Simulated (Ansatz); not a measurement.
# AlClH6Si2: the cost of one run

Method: UKS PBE-D4/def2-SVP, in Ansatz 0.2.0.

### 1 The structure to begin with

Bond lengths: Al1–Si2 2.292 Å, Si2–Si3 2.209 Å, Si3–Cl4 2.134 Å, Al1–H5 1.639 Å, Al1–H6 1.648 Å, Si2–H7 1.476 Å, Si2–H8 1.438 Å, Si3–H9 1.509 Å, Si3–H10 1.508 Å. Angles (14 of 15 angles, heavy atoms first): Al1–Si2–Si3 108.5°, Si2–Si3–Cl4 111.7°, Al1–Si2–H7 110.1°, Al1–Si2–H8 110.9°, Si3–Si2–H7 108.6°, Si3–Si2–H8 108.5°, Si2–Al1–H5 122.0°, Si2–Al1–H6 121.7°, Si2–Si3–H9 111.5°, Si2–Si3–H10 110.1°, Cl4–Si3–H9 109.9°, Cl4–Si3–H10 107.0°, H7–Si2–H8 110.0°, H5–Al1–H6 116.2°.

Coordinates:

```xyz
10

Al   -1.8207    0.4134   -0.8464
Si   -0.1529   -0.9784   -0.1163
Si    1.4253    0.2485    0.8228
Cl    2.3003    1.6075   -0.5707
H    -2.2502    0.5017   -2.4253
H    -2.6364    1.4047    0.1871
H     0.4347   -1.7086   -1.2565
H    -0.6511   -1.9090    0.8607
H     0.8989    1.0062    2.0163
H     2.5353   -0.6373    1.3312
```

### 2 Relaxing end A

Input file input.yaml:

```yaml
crystal:
  periodic: [false, false, false]
  atoms:
    - { symbol: Al, position_ang: [-1.8207, 0.4134, -0.8464] }
    - { symbol: Si, position_ang: [-0.1529, -0.9784, -0.1163] }
    - { symbol: Si, position_ang: [1.4253, 0.2485, 0.8228] }
    - { symbol: Cl, position_ang: [2.3003, 1.6075, -0.5707] }
    - { symbol: H, position_ang: [-2.2502, 0.5017, -2.4253] }
    - { symbol: H, position_ang: [-2.6364, 1.4047, 0.1871] }
    - { symbol: H, position_ang: [0.4347, -1.7086, -1.2565] }
    - { symbol: H, position_ang: [-0.6511, -1.909, 0.8607] }
    - { symbol: H, position_ang: [0.8989, 1.0062, 2.0163] }
    - { symbol: H, position_ang: [2.5353, -0.6373, 1.3312] }
magnetization:
  spin_polarized: true
basis:
  gaussian: { orbitals: def2-SVP }
hamiltonian:
  xc: pbe
  dispersion: d4
relax:
  f_tol: 0.02
  max_steps: 50
```

Command:

```
ansatz run input.yaml --threads 2 --pin off --max-ram 3072MiB --backend cpu --events-out ev --progress --plain --runs-dir out
```

What time and memory should one allow on 2 threads of Intel Xeon Platinum 8488C (Sapphire Rapids), shared host?

About 51 s, with a peak of 0.2 GiB.
